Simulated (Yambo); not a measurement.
## Ge: optical spectrum with PBEsol

**What was measured.**

“Temperature-dependent photoluminescence in Ge: experiment and theory”, 2020, arxiv:2003.00143 reports, for a bulk crystal of Ge at 0 K: band gap 0.744 eV (indirect).

The system is Ge.

```xyz
2
Lattice="0.0000 2.8289 2.8289 2.8289 0.0000 2.8289 2.8289 2.8289 0.0000" Properties=species:S:1:pos:R:3 pbc="T T T"
Ge    4.2434    4.2434    4.2434
Ge    2.8289    2.8289    2.8289
```

```yaml
Program: Yambo 5.3.0
Task: optical spectrum
Functional: PBEsol
Potentials_or_basis: PseudoDojo 0.4.1 SR PBEsol standard
Cutoff: 1061 eV
Density_cutoff: 4245 eV
k_mesh: 16 × 16 × 16
Occupations: fermi-dirac, width 0.05 eV
Spin: no spin polarisation
k_mesh_of_the_self-consistent_run: 16 × 16 × 16
Direction_of_the_field_or_of_q_to_0: x
Broadening: 0.2 eV
Kernel: adiabatic LDA
Top_of_the_energy_range: 15 eV
Energy_points: 200
Correction_of_the_levels: none
Bands_in_the_response: 29
Cutoff_of_the_response_matrix: 3 Ry
```

```yaml
Band_gap_on_the_k_mesh_mean-field_level: none (metal or under the smearing width)
```

Dielectric function (along the field direction of the input):
| energy (eV) | real part | imaginary part |
| --- | --- | --- |
| 0.30 | 16.26 | 13.77 |
| 0.68 | 20.71 | 4.84 |
| 1.06 | 22.75 | 7.06 |
| 1.43 | 23.31 | 16.60 |
| 1.81 | 14.61 | 15.56 |
| 2.19 | 14.08 | 15.24 |
| 2.56 | 13.17 | 16.87 |
| 2.94 | 9.14 | 17.57 |
| 3.32 | 10.17 | 20.45 |
| 3.69 | 1.98 | 27.04 |
| 4.07 | -4.66 | 20.95 |
| 4.45 | -8.82 | 12.60 |
| 4.82 | -5.70 | 9.76 |
| 5.20 | -5.78 | 9.91 |
| 5.58 | -7.34 | 7.82 |
| 5.95 | -6.44 | 4.84 |
| 6.33 | -4.82 | 3.83 |
| 6.71 | -4.14 | 3.59 |
| 7.09 | -4.34 | 2.96 |
| 7.46 | -3.47 | 1.93 |
| 7.84 | -2.57 | 1.92 |
| 8.22 | -2.40 | 2.04 |
| 8.59 | -2.43 | 1.70 |
| 8.97 | -2.13 | 1.32 |
| 9.35 | -1.79 | 1.22 |
| 9.72 | -1.57 | 1.22 |
| 10.10 | -1.54 | 0.95 |
| 10.48 | -1.27 | 0.86 |
| 10.85 | -1.15 | 0.84 |
| 11.23 | -1.04 | 0.68 |
| 11.61 | -0.89 | 0.60 |
| 11.98 | -0.75 | 0.55 |
| 12.36 | -0.66 | 0.51 |
| 12.74 | -0.57 | 0.45 |
| 13.12 | -0.48 | 0.41 |
| 13.49 | -0.39 | 0.35 |
| 13.87 | -0.30 | 0.32 |
| 14.25 | -0.21 | 0.30 |
| 14.62 | -0.14 | 0.29 |
| 15.00 | -0.09 | 0.27 |

Wall time 6.5 min on 1 thread of Arm Neoverse V1 (shared host).

A measured gap of Ge is 0.744 eV (indirect; 0 K; “Temperature-dependent photoluminescence in Ge: experiment and theory”, 2020, arxiv:2003.00143); the calculated 0.00 eV misses it by -0.74 eV. 3 values of this kind are on record (0.666 to 0.807 eV); this one was drawn at random among those near their median. Spin-orbit coupling on Ge is left out. The value is that of PBEsol on a finite k mesh, which can miss the band edges, without temperature or zero-point motion. Semilocal functionals fall short of measured gaps as a rule.

Caveat: the LDA kernel is used on GGA states, which is inconsistent by a few percent; the intraband (Drude) term of the metal is left out; the ground state has no gap, which makes the many-body step unreliable; these spectra lack excitons; this crystal is a semiconductor, whose small gap the functional closes, so the metal is an error of the method.
